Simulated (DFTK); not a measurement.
# HPbNO4 in DFTK: the effect of functional

The system is HPbNO4.

```
CELL_PARAMETERS angstrom
4.27531 -0.00040 0.00636
-2.08399 5.20775 -0.04907
-2.12377 -1.86574 4.91491
ATOMIC_POSITIONS crystal
H 0.99073 0.03330 0.90994
Pb 0.50274 0.81989 0.14287
N 0.00838 0.47408 0.50265
O 0.99816 0.92741 0.02877
O 0.19467 0.73435 0.60852
O 0.81673 0.35882 0.24556
O 0.01381 0.33121 0.65217
```

The cell was built by a generator and needn't be a form met in nature.

Alike in all runs:

* Program: DFTK 0.8.2
* Task: single point
* Potentials or basis: SG15 1.2 (PBE)
* Cutoff: 1225 eV
* k mesh: 4 × 3 × 3
* Occupations: fermi-dirac, width 0.05 eV
* Spin: no spin polarisation

```csv
functional,gap on the mesh (eV),pressure (GPa)
LDA,?,?
PBE,2.84,0.2
PBEsol,2.85,-1.7
RPBE,2.85,2.1
BLYP,2.83,2.4
AM05,2.86,-0.9
WC,2.85,-1.6
r2SCAN,3.29,-3.0
SCAN,3.24,-3.3
```

What does the run with functional LDA give?

gap on the mesh 2.83 eV; pressure -3.4 GPa.

Caveats: all runs use coarse meshes; spin-orbit coupling is left out, which as a rule narrows the gap of such compounds by several tenths of an eV; an odd mesh through Γ misses points on the zone boundary, where band edges often lie; the potentials were made for another functional, which shifts forces and pressure (some runs).
